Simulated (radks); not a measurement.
# P in [Ne] 3s2 3p1 4f2: an all-electron calculation

Wanted: eigenvalues, radial structure and energy terms of neutral phosphorus.

Program: radks (a radial shooting solver on a logarithmic mesh, Libxc functionals) version 1. Level of theory: non-relativistic Kohn-Sham, RPBE, spin-polarised, spherical densities, point nucleus; open shells are filled with parallel spins first. These are calculated values, not measurements, unless marked.

**1. Starting point**

* element: phosphorus (Z = 15)
* charge: 0
* electrons: 15
* configuration: [Ne] 3s2 3p1 4f2

Outer shells as boxes (Hund's rule):

P
```
[Ne] core
3s [↑↓]
3p [↑ ][  ][  ]
4f [↑ ][↑ ][  ][  ][  ][  ][  ]
```

**2. The run**

Settings of this run:

```text
Z 15
configuration [Ne] 3s2 3p1 4f2
relativity non-relativistic
functional rpbe,pbe
spin polarised
nucleus point
```

The run is started by

```sh
python run_ks.py task.json out
```

The same process makes all the runs of this session.

Q: Predict the outcome of this run.

**Answer**, as computed:

```
                        quantity                   value
                    total energy      -340.32505 hartree
exchange-correlation share of it                  6.64 %
                            −T/E                  0.9987
          highest occupied level        4f up, -0.700 eV
    most extended occupied level  4f up, <r> = 10.2 bohr
 radius at density 0.001 e/bohr³               3.53 bohr
    maxima of the radial density                       4
```

What this shows: The radial density shows 4 maxima for 4 occupied principal shells. −T/E = 0.9987, near the virial value of 1. This is not the tabulated ground configuration, so its levels and sizes aren't those of the ground state, and no measured value stands beside it.
